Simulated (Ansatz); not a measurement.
# CH9NSSi2: the cost of one run

Program: Ansatz 0.2.0. Level of theory: UKS PBE0/STO-3G. These are calculated values, not measurements.

## Step 1: The system as given

Bond lengths: Si1–N2 1.679 Å, N2–C3 1.437 Å, C3–Si4 1.866 Å, C3–S5 1.849 Å, Si1–H6 1.470 Å, Si1–H7 1.440 Å, Si1–H8 1.529 Å, N2–H9 1.030 Å, C3–H10 1.145 Å, Si4–H11 1.419 Å, Si4–H12 1.498 Å, Si4–H13 1.544 Å, S5–H14 1.331 Å. Angles (14 of 22 angles, heavy atoms first): Si1–N2–C3 123.8°, N2–C3–Si4 118.7°, N2–C3–S5 107.7°, Si4–C3–S5 105.5°, Si1–N2–H9 106.0°, C3–N2–H9 106.6°, N2–Si1–H6 108.6°, N2–Si1–H7 110.4°, N2–Si1–H8 104.5°, N2–C3–H10 111.0°, Si4–C3–H10 107.5°, S5–C3–H10 105.6°, C3–Si4–H11 116.1°, C3–Si4–H12 109.9°.

Structure file:

```xyz
14

Si   -1.5222    0.9187    1.1190
N    -0.4353    0.8644   -0.1595
C     0.7997    0.1304   -0.1283
Si    0.7493   -1.7174   -0.3813
S     1.8776    0.7845   -1.4806
H    -0.8612    1.5521    2.2687
H    -2.0313   -0.3984    1.4003
H    -2.6171    1.8760    0.6485
H    -0.1900    1.8432   -0.3641
H     1.3707    0.3297    0.8440
H     1.9984   -2.3897   -0.3308
H     0.0427   -2.0378   -1.6630
H    -0.1809   -2.3211    0.6936
H     0.9866    0.5362   -2.4377
```

## Step 2: Preparing the start

File input.yaml:

```yaml
crystal:
  periodic: [false, false, false]
  atoms:
    - { symbol: Si, position_ang: [-1.5222, 0.9187, 1.119] }
    - { symbol: "N", position_ang: [-0.4353, 0.8644, -0.1595] }
    - { symbol: C, position_ang: [0.7997, 0.1304, -0.1283] }
    - { symbol: Si, position_ang: [0.7493, -1.7174, -0.3813] }
    - { symbol: S, position_ang: [1.8776, 0.7845, -1.4806] }
    - { symbol: H, position_ang: [-0.8612, 1.5521, 2.2687] }
    - { symbol: H, position_ang: [-2.0313, -0.3984, 1.4003] }
    - { symbol: H, position_ang: [-2.6171, 1.876, 0.6485] }
    - { symbol: H, position_ang: [-0.19, 1.8432, -0.3641] }
    - { symbol: H, position_ang: [1.3707, 0.3297, 0.844] }
    - { symbol: H, position_ang: [1.9984, -2.3897, -0.3308] }
    - { symbol: H, position_ang: [0.0427, -2.0378, -1.663] }
    - { symbol: H, position_ang: [-0.1809, -2.3211, 0.6936] }
    - { symbol: H, position_ang: [0.9866, 0.5362, -2.4377] }
magnetization:
  spin_polarized: true
basis:
  gaussian: { orbitals: STO-3G }
hamiltonian:
  xc: pbe0
relax:
  f_tol: 0.02
  max_steps: 40
```

Started as:

```bash
$ ansatz run input.yaml --threads 1 --pin off --max-ram 2048MiB --backend cpu --events-out ev --progress --plain --runs-dir out
```

What time and memory should one allow on 1 thread of Arm Neoverse V1, shared host?

About 76 s, with a peak of 0.18 GiB.
